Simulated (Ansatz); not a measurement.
# Rb3N: the cost of one run

Program: Ansatz 0.2.0. Level of theory: DFT PBE, scalar-relativistic, plane waves, PAW. These are calculated values, not measurements.

## (1) The starting structure

The structure is hexagonal, space group P-6m2 (No. 187). Conventional cell: a = 4.036 Å, b = 4.036 Å, c = 13.097 Å, α = 90.00°, β = 90.00°, γ = 120.00°. Rb (site symmetry 3m) is surrounded by 9 Rb at 3.98 to 4.04 Å and 3 N at 4.06 Å. Rb (site symmetry -6m2) has 12 Rb at 3.98 to 4.04 Å as nearest neighbours. Around N (site symmetry -6m2) lie 6 N at 4.04 Å and 6 Rb at 4.06 Å.

As a file:

```cif
data_structure
_symmetry_space_group_name_H-M 'P 1'
_symmetry_Int_Tables_number 1
_cell_length_a 4.0363
_cell_length_b 4.0363
_cell_length_c 13.0967
_cell_angle_alpha 90.000
_cell_angle_beta 90.000
_cell_angle_gamma 120.000
_cell_volume 184.78
loop_
_atom_site_label
_atom_site_type_symbol
_atom_site_fract_x
_atom_site_fract_y
_atom_site_fract_z
_atom_site_occupancy
Rb1 Rb 0.33333 0.66667 0.75368 1
Rb2 Rb 0.00000 0.00000 0.00000 1
Rb3 Rb 0.33333 0.66667 0.24632 1
N1 N 0.00000 0.00000 0.50000 1
```

A structure generator made this guess: species swapped into a database cell of MgSc3 (P-6m2, No. 187), with N on the Mg sites and Rb on the Sc sites. Lengths come from tabulated atomic sizes and are only a guess.

## (2) A first look at the guess

Contents of input.yaml:

```yaml
crystal:
  lattice:
    - [4.03628122, 0.0, 0.0]
    - [-2.01814061, 3.49552207, 0.0]
    - [0.0, 0.0, 13.09667876]
  atoms:
    - { symbol: Rb, position: [0.33333333, 0.66666667, 0.75368041] }
    - { symbol: Rb, position: [0.0, 0.0, 0.0] }
    - { symbol: Rb, position: [0.33333333, 0.66666667, 0.24631959] }
    - { symbol: "N", position: [0.0, 0.0, 0.5] }
basis:
  ecutwfc: 420
kpoints:
  mp_grid: { grid: [6, 6, 2] }
hamiltonian:
  xc: pbe
scf:
  occupations: { method: gaussian, width: 0.1 }
  lower_state_search: "off"
output:
  forces: true
  stress: true
  eigenvalues: true
```

Launch:

```sh
$ ansatz run input.yaml --threads 1 --pin off --max-ram 2048MiB --backend cpu --events-out ev --progress --plain --runs-dir out
```

Q: Estimate wall time and peak memory on 1 thread of Intel Xeon Platinum 8375C at 2.90GHz (Ice Lake), shared host.

About 4.1 s, with a peak of 0.4 GiB.
